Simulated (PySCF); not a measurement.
# C6H9NO2: the cost of one run

Computed with PySCF 2.14.0 and routines of our own; the level stands in each step. Atoms count from 0.

## 1. The starting structure

18 atoms, charge 0, multiplicity 1; geometry from: GFN2-xTB.

## 2. Geometry optimisation at HF/def2-SV(P)

The job: settings as JSON, then the geometry in Å.

```
{"job": {"xc": "HF", "basis": "def2-SV(P)", "grid": 1, "kind": "geom"}, "charge": 0, "multiplicity": 1}
C      2.284223    -0.564836     0.169478
O      1.151883     0.181945    -0.187849
C     -0.096233    -0.255991     0.200034
C     -1.199149     0.552773    -0.237509
C     -1.224408     1.655271    -1.019118
C     -0.114280     2.324693    -1.664724
O     -0.243693     3.312673    -2.358267
C     -0.269329    -1.370362     0.958866
N     -1.465627    -1.947376     1.315921
H      3.128268    -0.039063    -0.274802
H      2.243260    -1.583098    -0.233255
H      2.420133    -0.605085     1.256289
H     -2.159555     0.211691     0.128493
H     -2.186029     2.115582    -1.211253
H      0.877882     1.883391    -1.492527
H      0.585912    -1.947877     1.274084
H     -1.446430    -2.535273     2.132915
H     -2.295587    -1.382740     1.231567
```

Started as:

```console
> OMP_NUM_THREADS=1 python excited_run.py task.json out
```

One launch serves the whole session: the jobs run in the order shown.

Q: Estimate the wall time and peak memory of this first job on 1 thread of Arm Neoverse N1, shared host.

About 1.9 min, with a peak of 0.57 GiB.
